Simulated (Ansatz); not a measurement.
# As (As, fcc): the cost of one run

Computed with Ansatz 0.2.0 (DFT r2SCAN, plane waves (500 eV) with PAW, scalar-relativistic; PBE-made PAW files, unless a step says otherwise).

## 1. The starting structure

Symmetry: Fm-3m, No. 225, cubic system. Conventional cell: a = 4.183 Å, b = 4.183 Å, c = 4.183 Å, α = 90.00°, β = 90.00°, γ = 90.00°. As (site symmetry m-3m) has 12 As at 2.96 Å as nearest neighbours.

As a file:

```
As
1.0
     0.00000    2.09161    2.09161
     2.09161    0.00000    2.09161
     2.09161    2.09161    0.00000
As
1
Direct
  0.00000 0.00000 0.00000
```

## 2. Geometry optimisation

input.yaml

```yaml
crystal:
  lattice:
    - [0.0, 2.0916114635, 2.0916114635]
    - [2.0916114635, 0.0, 2.0916114635]
    - [2.0916114635, 2.0916114635, 0.0]
  atoms:
    - { symbol: As, position: [0.0, 0.0, 0.0] }
hamiltonian:
  xc: r2scan
  pseudopotentials:
    kind: paw
    azcp:
      As: "pseudopotentials/As.paw.azcp"
basis:
  ecutwfc: 500
  fft_grid_basis: typed
kpoints:
  mp_grid: { grid: [13, 13, 13], shift: [0, 0, 0] }
magnetization:
  spin_polarized: false
scf:
  occupations: { method: fermi_dirac, width: 0.1 }
relax:
  max_steps: 60
  f_tol: 0.01
  cell: {}
output:
  write_density: true
  write_potential: true
  elf: true
  volumetric_format: npy
```

Run with:

```sh
$ ansatz run input.yaml --threads 1 --pin off --max-ram 3584MiB --backend cpu --events-out ev --progress --plain --runs-dir out
```

**Question.** How long does this run take on 1 thread of Intel Xeon Platinum 8259CL at 2.50GHz (Skylake/Cascade Lake), shared host, and how much memory does it need?

About 20 s, with a peak of 0.55 GiB.
